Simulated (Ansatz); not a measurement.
# MnS: the cost of one run

Method: DFT PBE, scalar-relativistic, plane waves, PAW, in Ansatz 0.2.0.

The COD entry's cell or inner coordinates are ideal or old and differ from later refinements, so a difference from it is no clean test against experiment.

1 further run of the same task is left out (set aside as unsound or not needed).

### 1 The starting structure

It takes space group Fm-3m (No. 225, cubic). The conventional cell has a = 5.095 Å, b = 5.095 Å, c = 5.095 Å, α = 90.00°, β = 90.00°, γ = 90.00°. Around Mn (site symmetry m-3m) lie 6 S at 2.55 Å. S (site symmetry m-3m) has 6 Mn at 2.55 Å as nearest neighbours.

Structure file:

```xyz
2
Lattice="0.0000 2.5476 2.5476 2.5476 0.0000 2.5476 2.5476 2.5476 0.0000" Properties=species:S:1:pos:R:3 pbc="T T T"
Mn    0.0000    0.0000    0.0000
S     2.5476    2.5476    2.5476
```

This cell was relaxed beforehand with the same method: volume 16.53 Å³/atom, gap on the mesh none (metal), site moments up to 4.0 μB.

### 2 Electronic structure at the relaxed geometry

Input file input.yaml:

```yaml
crystal:
  lattice:
    - [0.0, 2.5476020639, 2.5476020639]
    - [2.5476020639, 0.0, 2.5476020639]
    - [2.5476020639, 2.5476020639, 0.0]
  atoms:
    - { symbol: Mn, position: [0.0, 0.0, 0.0], spin: 4.42 }
    - { symbol: S, position: [0.5, 0.5, 0.5], spin: 0.14 }
basis:
  ecutwfc: 420
kpoints:
  mp_grid: { grid: [14, 14, 14] }
  band_path:
    path:
      - [[0.0, 0.0, 0.0], [0.5, 0.0, 0.5], [0.625, 0.25, 0.625]]
      - [[0.375, 0.375, 0.75], [0.0, 0.0, 0.0], [0.5, 0.5, 0.5], [0.5, 0.25, 0.75], [0.5, 0.0, 0.5]]
    npoints: 14
hamiltonian:
  xc: pbe
scf:
  occupations: { method: gaussian, width: 0.1 }
  n_extra_bands: 6
output:
  forces: true
  stress: true
  eigenvalues: true
  populations: true
  dos: { projected: true, de: 0.02, nscf_kmesh: { grid: [21, 21, 21] } }
  bader: true
  write_density: true
  write_potential: true
  elf: true
  volumetric_format: npy
magnetization:
  spin_polarized: true
checkpoint:
  read: start.run
  write: ck
  compress: false
  write_wavefunctions: false
  write_every: 100000
```

Command:

```
$ ansatz run input.yaml --threads 1 --pin off --max-ram 2560MiB --backend cpu --events-out ev --progress --plain --runs-dir out
```

**Question.** How long does this run take on 1 thread of Intel Xeon 6975P-C (Granite Rapids), shared host, and how much memory does it need?

About 15 s, with a peak of 0.47 GiB.
